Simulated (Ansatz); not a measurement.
# CH₆GeSe: basis-set convergence

Aim: see how fast density functionals converge with the basis set for CH₆GeSe.

Computed with Ansatz 0.2.0, Gaussian basis. Level: one geometry, several basis sets.

The runs, in order: PBE0-D4/def2-SVP; ωB97M-V/def2-SVP; PBE0-D4/def2-QZVPP; ωB97M-V/def2-QZVPP; the functionals' def2-TZVPP values are taken from earlier runs.

**1. Structure used throughout**

An earlier PBE0-D4 in a triple-zeta def2 set relaxation fixed the geometry.

SMILES `C[Se][GeH3]`, 9 atoms, charge 0, spin multiplicity 1.

Atoms are counted from 1 here; the program's logs count them from 0.

Bond lengths: C1–Se2 1.956 Å, C1–H4 1.088 Å, C1–H5 1.089 Å, C1–H6 1.088 Å, Se2–Ge3 2.344 Å, Ge3–H7 1.534 Å, Ge3–H8 1.539 Å, Ge3–H9 1.539 Å. Angles: Se2–C1–H4 110.5°, Se2–C1–H5 106.3°, Se2–C1–H6 110.5°, H4–C1–H5 109.4°, H4–C1–H6 110.6°, H5–C1–H6 109.4°, C1–Se2–Ge3 96.7°, Se2–Ge3–H7 106.7°, Se2–Ge3–H8 110.1°, Se2–Ge3–H9 110.1°, H7–Ge3–H8 110.5°, H7–Ge3–H9 110.5°, H8–Ge3–H9 108.9°.

As a file:

```
atom    x (Å)    y (Å)    z (Å)
  C1  -0.8179   1.0641  -0.9121
 Se2   1.0657   0.5393  -0.8532
 Ge3   0.8546  -1.0394   0.8670
  H4  -1.4425   0.2110  -1.1704
  H5  -0.9006   1.8221  -1.6894
  H6  -1.1245   1.4890   0.0419
  H7   2.2536  -1.6201   1.1078
  H8  -0.1251  -2.1499   0.4474
  H9   0.3250  -0.3624   2.1438
```

**2. PBE0-D4 in def2-SVP**

in.yaml reads:

```yaml
crystal:
  periodic: [false, false, false]
  atoms:
    - {symbol: C, position_ang: [-0.817874, 1.064082, -0.912070]}
    - {symbol: Se, position_ang: [1.065711, 0.539330, -0.853234]}
    - {symbol: Ge, position_ang: [0.854568, -1.039395, 0.866999]}
    - {symbol: H, position_ang: [-1.442545, 0.211006, -1.170371]}
    - {symbol: H, position_ang: [-0.900581, 1.822065, -1.689389]}
    - {symbol: H, position_ang: [-1.124474, 1.489000, 0.041929]}
    - {symbol: H, position_ang: [2.253633, -1.620141, 1.107820]}
    - {symbol: H, position_ang: [-0.125084, -2.149855, 0.447446]}
    - {symbol: H, position_ang: [0.325046, -0.362391, 2.143770]}
basis:
  gaussian: {orbitals: def2-SVP}
hamiltonian: {xc: pbe0, dispersion: d4}
output: {orbitals: {seedname: orbitals}}
```

Launch:

```
$ ansatz run in.yaml --threads 4 --pin off --events-out ev --progress --plain --max-ram 10444MiB
```

The runs that follow: ωB97M-V in def2-SVP; PBE0-D4 in def2-QZVPP; ωB97M-V in def2-QZVPP.

Q: Predict the results of all the runs planned. Wanted: PBE0-D4: double and triple zeta above quadruple; ωB97M-V: double and triple zeta above quadruple.

The runs gave:

| quantity | value |
| --- | --- |
| PBE0-D4: double and triple zeta above quadruple | 19.08, 2.67 eV |
| ωB97M-V: double and triple zeta above quadruple | 19.08, 2.60 eV |

In words: For PBE0-D4 the step from double to triple zeta gains 16.41 eV and the next only 2.67 eV. Total energies overstate the basis error of differences, where much of it tends to cancel. The LUMO of ωB97M-V is positive and keeps falling with the basis (2.00 to 1.25 eV): an unbound level that the basis holds in place.
